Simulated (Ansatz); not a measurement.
# AlClFH4N: the cost of one run

Method: RKS BLYP/6-31G*, in Ansatz 0.2.0.

### 1 The structure to begin with

Bond lengths: Al1–F2 2.040 Å, Al1–H3 1.560 Å, Al1–N4 1.920 Å, N4–H5 1.060 Å, N4–H6 1.060 Å, Al1–Cl7 2.530 Å. Angles: F2–Al1–H3 120.0°, F2–Al1–N4 120.0°, F2–Al1–Cl7 71.6°, H3–Al1–N4 120.0°, H3–Al1–Cl7 105.4°, N4–Al1–Cl7 92.8°, Al1–N4–H5 120.0°, Al1–N4–H6 120.0°, H5–N4–H6 120.0°.

As a file:

```xyz
8

Al    0.0000    0.0000    0.0000
F     0.0000    0.0000    2.0400
H     1.3510    0.0000   -0.7800
N    -1.6627    0.0000   -0.9600
H    -2.3316   -0.8164   -0.8614
H    -1.9118    0.8164   -1.5886
Cl   -0.3164    2.3800    0.7978
H    -0.1586    1.1928    1.9224
```

### 2 A restrained relaxation towards end A

Springs on the bonds that form and break draw the guess towards this end; the thresholds are loose.

The input, input.yaml:

```yaml
crystal:
  periodic: [false, false, false]
  atoms:
    - { symbol: Al, position_ang: [0.0, 0.0, 0.0] }
    - { symbol: F, position_ang: [0.0, 0.0, 2.04] }
    - { symbol: H, position_ang: [1.351, 0.0, -0.78] }
    - { symbol: "N", position_ang: [-1.6627, 0.0, -0.96] }
    - { symbol: H, position_ang: [-2.3316, -0.8164, -0.8614] }
    - { symbol: H, position_ang: [-1.9118, 0.8164, -1.5886] }
    - { symbol: Cl, position_ang: [-0.3164, 2.38, 0.7978] }
    - { symbol: H, position_ang: [-0.1586, 1.1928, 1.9224] }
basis:
  gaussian: { orbitals: "6-31G*" }
hamiltonian:
  xc: blyp
relax:
  f_tol: 0.15
  max_steps: 25
  restrain:
    - { distance: [0, 6], at: 3.43, k: 30.0 }
    - { distance: [7, 1], at: 2.12, k: 30.0 }
    - { distance: [0, 1], at: 1.69, k: 30.0 }
    - { distance: [7, 6], at: 1.37, k: 30.0 }
output:
  orbitals: {}
```

Started as:

```bash
> ansatz run input.yaml --threads 2 --pin off --max-ram 3072MiB --backend cpu --events-out ev --progress --plain --runs-dir out
```

Q: Estimate wall time and peak memory on 2 threads of Arm Neoverse V1, shared host.

About 18 s, with a peak of 0.15 GiB.
